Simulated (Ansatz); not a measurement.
# AlClFH3Si: ionisation energy by level of theory

Aim: the vertical ionisation energy of AlClFH3Si, as cation minus neutral at the neutral's geometry, on several levels, and how well −ε(HOMO) stands in for it.

The runs use Ansatz 0.2.0, Gaussian basis; unrestricted cation, the program's frozen cores in correlated methods.

Levels to be run: UKS PBE-D4/def2-TZVPP; UKS r2SCAN-D4/def2-TZVPP; UKS PBE0-D4/def2-TZVPP; UKS B3LYP-D4/def2-TZVPP; UKS wB97X-V/def2-TZVPP; UKS wB97M-V/def2-TZVPP; UKS B2PLYP/def2-TZVPP; UHF-CCSD(T)/def2-TZVPP; UHF-CCSD(T)/def2-QZVPP; extrapolation to the limit; then −ε(HOMO) from the neutral's earlier runs with LDA (SPW92), PBE-D4, revPBE-D4, BLYP-D4, r2SCAN-D4, B97M-V, PBE0-D4, B3LYP-D4, r2SCANh-D4, r2SCAN0-D4, HSE06-D4, BHLYP-D4, CAM-B3LYP-D4, LC-ωPBE, ωB97X-V, ωB97M-V.

### Step 1. The geometry

All runs share one geometry, relaxed beforehand with PBE0-D4 in a triple-zeta def2 set.

SMILES `[F][Al]([SiH3])[Cl]`, 7 atoms, charge 0, spin multiplicity 1.

Atoms are counted from 1 here; the program's logs count them from 0.

Bond lengths: F1–Al2 1.645 Å, Al2–Si3 2.432 Å, Al2–Cl4 2.088 Å, Si3–H5 1.488 Å, Si3–H6 1.488 Å, Si3–H7 1.486 Å. Angles: F1–Al2–Si3 119.9°, F1–Al2–Cl4 116.6°, Si3–Al2–Cl4 123.5°, Al2–Si3–H5 109.7°, Al2–Si3–H6 109.8°, Al2–Si3–H7 110.9°, H5–Si3–H6 108.4°, H5–Si3–H7 109.0°, H6–Si3–H7 109.0°.

### Step 2. Cation, UKS PBE-D4/def2-TZVPP

Contents of in.yaml:

```yaml
crystal:
  periodic: [false, false, false]
  atoms:
    - {symbol: F, position_ang: [-0.456842, -2.434109, 0.809218]}
    - {symbol: Al, position_ang: [-0.779617, -1.076985, -0.062551]}
    - {symbol: Si, position_ang: [0.707232, 0.841758, 0.088398]}
    - {symbol: Cl, position_ang: [-2.489154, -1.118314, -1.261425]}
    - {symbol: H, position_ang: [2.075173, 0.453210, -0.349736]}
    - {symbol: H, position_ang: [0.781923, 1.311338, 1.498361]}
    - {symbol: H, position_ang: [0.222583, 1.955203, -0.768065]}
basis:
  gaussian: {orbitals: def2-TZVPP}
total_charge: 1
magnetization: {spin_polarized: true, initial_magnetization: 1}
hamiltonian: {xc: pbe, dispersion: d4}
```

The run is started by

```
ansatz run in.yaml --threads 2 --pin off --events-out ev --progress --plain --max-ram 32768MiB --backend cpu
```

Further steps of the session: Cation, UKS r2SCAN-D4/def2-TZVPP; Cation, UKS PBE0-D4/def2-TZVPP; Cation, UKS B3LYP-D4/def2-TZVPP; Cation, UKS wB97X-V/def2-TZVPP; Cation, UKS wB97M-V/def2-TZVPP; Cation, UKS B2PLYP (frozen core)/def2-TZVPP; Cation, UHF-CCSD(T)/def2-TZVPP; Cation, UHF-CCSD(T)/def2-QZVPP.

Before running them: what should the planned runs give, taken together? Wanted: ionisation energy, CCSD(T)/CBS; nearest functional by difference; nearest −ε(HOMO); −ε(HOMO) of PBE; T1 of the cation.

As calculated:

| quantity | value |
| --- | --- |
| ionisation energy, CCSD(T)/CBS | 10.81 eV |
| nearest functional by difference | ωB97X-V (-0.11 eV) |
| nearest −ε(HOMO) | ωB97X-V (-0.08 eV) |
| −ε(HOMO) of PBE | 7.33 eV |
| T1 of the cation | 0.020 |

**Reading.** Energy differences with functionals land within 0.57 eV of the reference. The PBE orbital energy is 3.5 eV too small: a semilocal HOMO is no ionisation energy. Among orbital estimates ωB97X-V comes nearest. Hartree-Fock falls 0.83 eV short, as the neutral has more correlation energy than the cation.
